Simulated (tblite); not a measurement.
# C4H7F3P2S: the cost of one run

Computed with tblite 0.8.0 and PySCF 2.14.0, with density-fitted response routines of our own, on a single molecule in the gas phase. Atoms are numbered from 0 throughout.

### 1 The molecule as given

17 atoms, charge 0, multiplicity 1; geometry from: force field or distance geometry start.

Bonds of the start (Å): F0–C1 1.36, C1–F2 1.37, C1–C3 1.34, C3–F4 1.38, C3–P5 1.79, P5–S6 1.73, P5–C7 1.83, C7–C8 1.53, C8–P9 1.87, P5–H10 1.41, C7–H11 1.10, C7–H12 1.09, C8–H13 1.13, C8–H14 1.10, P9–H15 1.43, P9–H16 1.44.

### 2 Geometry optimisation with GFN2-xTB

The job: settings as JSON, then the geometry in Å.

```
{"job": {"kind": "relax", "xc": "GFN2-xTB", "basis": "xTB"}, "charge": 0, "multiplicity": 1}
F      2.344300     1.331700    -0.003100
C      2.942100     0.126000     0.203200
F      4.256800     0.018400     0.580400
C      2.168300    -0.952800     0.029600
F      2.661900    -2.226500     0.230200
P      0.448100    -0.841000    -0.444500
S     -0.488500    -2.118100     0.260800
C     -0.147900     0.752800     0.230300
C     -1.629300     0.623500     0.601800
P     -2.645700     0.177500    -0.904700
H      0.278800    -0.840400    -1.841700
H      0.354700     0.966000     1.182300
H      0.040100     1.597100    -0.429200
H     -1.958600     1.629000     0.987000
H     -1.775800    -0.147500     1.374100
H     -3.739800     1.085000    -1.088300
H     -3.116600    -1.168600    -0.679100
```

Run with:

```bash
$ OMP_NUM_THREADS=1 python probes_run.py task.json out
```

The driver reads the jobs from task.json and runs them one after another.

Q: Estimate the wall time of this first job on 1 thread of Intel Xeon Platinum 8488C, shared host.

About 1.9 s.
